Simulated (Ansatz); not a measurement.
# GdO under changes of volume

One of the cells (12.752 Å³/atom); the others are scaled copies at fixed shape and fractional positions:

```xyz
2
Lattice="3.1133 0.0000 0.0000 -1.5566 2.6962 0.0000 0.0000 0.0000 3.0384" Properties=species:S:1:pos:R:3 pbc="T T T"
Gd    0.0000    0.0000    0.0000
O     1.5566    0.8987    1.5192
```

The cell comes from a database or a generator and needn't be the stable form of this composition.

| Property | Result |
| --- | --- |
| Program | Ansatz 0.2.0 |
| Functional | r2SCAN0 |
| Potentials or basis | Ansatz PAW |
| Cutoff | 500 eV (not typed: the program's choice for these potentials) |
| k mesh | 5 × 5 × 5 |
| Occupations | fermi-dirac, width 0.05 eV |
| Spin | collinear spin, ferromagnetic start |
| Starting moments | [7.0, 0.0] μB |

| volume (Å³/atom) | energy over the lowest point (meV/atom) | pressure (GPa) |
| --- | --- | --- |
| 11.987 | ? | ? |
| 12.242 | 268.90 | 45.1 |
| 12.497 | 202.29 | 38.7 |
| 12.752 | 145.42 | 32.9 |
| 13.007 | 97.38 | 27.6 |
| 13.262 | 36.44 | 25.2 |
| 13.518 | 0.00 | 20.7 |

Task: What does the run at 11.987 Å³/atom give?

Result: Energy over the lowest point 346.13 meV/atom; pressure 52.1 GPa.

Worked out: A Birch-Murnaghan fit of order 3 (a polynomial in V^(-2/3)) to the other rows has no minimum within the range. It gives 335.31 meV/atom at 11.987 Å³/atom, against the run's 346.13, and -dE/dV = 43.4 GPa, against 52.1.

Energies are extrapolated to zero smearing.

Caveats: all runs use coarse meshes; the magnetic or orbital state may not be the lowest; a cell with one magnetic atom can't hold antiferromagnetic order, which such compounds often take; the PAW data sets come from PBE, with cores solved anew for the run's functional, which leaves a small shift of forces and pressure; the thresholds are loose for stress.
